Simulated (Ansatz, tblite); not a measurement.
# The cluster B5H3: rung by rung

The task here is to estimate one member of a computed series from the others.

Program: Ansatz 0.2.0, Gaussian basis. Level of theory: as each input shows. These are calculated values, not measurements.

The runs, in order: GFN1-xTB, GFN2-xTB, PBE-D4/def2-TZVP, r2SCAN-D4/def2-TZVP, B3LYP-D4/def2-TZVP, HF/def2-TZVP, B97M-V/def2-TZVP, LC-ωPBE/def2-TZVP, ωB97X-V/def2-TZVP, revPBE-D4/def2-TZVP, PBE-QIDH/def2-TZVP, PBE-D4/def2-SVP, PBE0-D4/def2-SVP, PBE0-D4/def2-TZVPD, PBE-D4/def2-TZVPD, r2SCAN-D4/def2-TZVPD, CCSD(T)/def2-TZVPP, MP2/def2-TZVP, RPA/def2-TZVP.

1 further run of the same task is left out (set aside as unsound or not needed).

### The relaxed structure

The singlet was relaxed beforehand with PBE-D4/def2-SVP. At that level it is the lowest of the isomers that a small search found.

8 atoms, charge 0, spin multiplicity 1.

Bond lengths: B1–B2 1.714 Å, B1–B3 1.717 Å, B1–B4 1.700 Å, B1–B5 1.549 Å, B2–B4 1.607 Å, B2–B5 1.821 Å, B2–H8 1.207 Å, B3–B4 1.572 Å, B3–H6 1.201 Å, B5–H7 1.200 Å. Angles: B2–B1–B3 110.9°, B2–B1–B4 56.2°, B2–B1–B5 67.6°, B3–B1–B4 54.8°, B3–B1–B5 178.5°, B4–B1–B5 123.8°, B1–B2–B4 61.5°, B1–B2–B5 51.9°, B1–B2–H8 159.3°, B4–B2–B5 113.3°, B4–B2–H8 139.2°, B5–B2–H8 107.5°, B1–B3–B4 62.1°, B1–B3–H6 133.5°, B4–B3–H6 164.4°, B1–B4–B2 62.4°, B1–B4–B3 63.2°, B2–B4–B3 125.5° and more.

PBE0-D4/def2-TZVP was run before; its log isn't repeated, and its numbers join the tables.

Set-up of the first run:

Tight binding, by tblite at 300 K electronic temperature and without a spin-polarisation term:

```python
tblite.interface.Calculator('GFN1-xTB', numbers, positions, charge=0, uhf=0).singlepoint()
```

Tight binding, by tblite at 300 K electronic temperature and without a spin-polarisation term:

```python
tblite.interface.Calculator('GFN2-xTB', numbers, positions, charge=0, uhf=0).singlepoint()
```

start.molden holds the orbitals of an earlier run on this state, given as this run's starting guess.

Contents of in.yaml:

```yaml
crystal:
  periodic: [false, false, false]
  atoms:
    - {symbol: B, position_ang: [-0.262262, 0.504648, -0.141950]}
    - {symbol: B, position_ang: [0.366065, -0.973642, 0.457154]}
    - {symbol: B, position_ang: [0.506779, 0.946459, -1.612223]}
    - {symbol: B, position_ang: [0.958863, -0.388816, -0.917685]}
    - {symbol: B, position_ang: [-0.931228, 0.075051, 1.187669]}
    - {symbol: H, position_ang: [0.385773, 1.877755, -2.361503]}
    - {symbol: H, position_ang: [-1.540096, -0.117028, 2.203518]}
    - {symbol: H, position_ang: [0.516106, -1.924417, 1.185020]}
basis:
  gaussian: {orbitals: def2-TZVP, initial_orbitals: start.molden}
hamiltonian: {xc: pbe, dispersion: d4}
scf: {omitted_lower_state_checks: [starts]}
output: {forces: true, orbitals: {seedname: orbitals}}
```

On the command line:

```sh
> ansatz run in.yaml --threads 4 --pin off --events-out ev --progress --plain --max-ram 3916MiB
```

Steps of the session up to this table: PBE-D4/def2-TZVP; r2SCAN-D4/def2-TZVP; B3LYP-D4/def2-TZVP; HF/def2-TZVP; B97M-V/def2-TZVP; LC-ωPBE/def2-TZVP; ωB97X-V/def2-TZVP; revPBE-D4/def2-TZVP; PBE-QIDH/def2-TZVP; PBE-D4/def2-SVP; PBE0-D4/def2-SVP; PBE0-D4/def2-TZVPD; PBE-D4/def2-TZVPD; r2SCAN-D4/def2-TZVPD; CCSD(T)/def2-TZVPP; MP2/def2-TZVP; RPA/def2-TZVP.

One table of the session follows, with a row left open; its other results are not shown here.

```
              method  binding an atom (eV)
        HF/def2-TZVP                 3.029
       HF/def2-TZVPP                 3.030
     PBE-D4/def2-SVP                     ?
    PBE-D4/def2-TZVP                 4.131
   PBE-D4/def2-TZVPD                 4.131
 revPBE-D4/def2-TZVP                 4.014
 r2SCAN-D4/def2-TZVP                 4.078
r2SCAN-D4/def2-TZVPD                 4.078
    B97M-V/def2-TZVP                 4.081
  B3LYP-D4/def2-TZVP                 3.961
    PBE0-D4/def2-SVP                 4.113
   PBE0-D4/def2-TZVP                 4.058
  PBE0-D4/def2-TZVPD                 4.058
   LC-ωPBE/def2-TZVP                 3.973
   ωB97X-V/def2-TZVP                 3.935
       MP2/def2-TZVP                 3.944
     CCSD/def2-TZVPP                 3.708
  CCSD(T)/def2-TZVPP                 3.802
```

Estimate the missing values for PBE-D4/def2-SVP.

The run gave: binding an atom (eV): 4.173. In the column «binding an atom (eV)» it is the highest.

Among the levels timed on like hardware and quicker than the yardstick, those that no quicker one beats, quickest first: PBE-D4/def2-SVP (0.5 s, +0.370 eV); PBE0-D4/def2-SVP (0.6 s, +0.311 eV); revPBE-D4/def2-TZVP (1.1 s, +0.212 eV); B3LYP-D4/def2-TZVP (1.3 s, +0.159 eV); MP2/def2-TZVP (1.6 s, +0.142 eV); ωB97X-V/def2-TZVP (3.1 s, +0.132 eV).

To keep in mind: Free atoms were run apart at each level; binding is atoms less cluster, divided by the number of atoms, without zero-point or spin-orbit terms. CCSD(T)/def2-TZVPP isn't at the basis-set limit; small misses against it rank nothing.
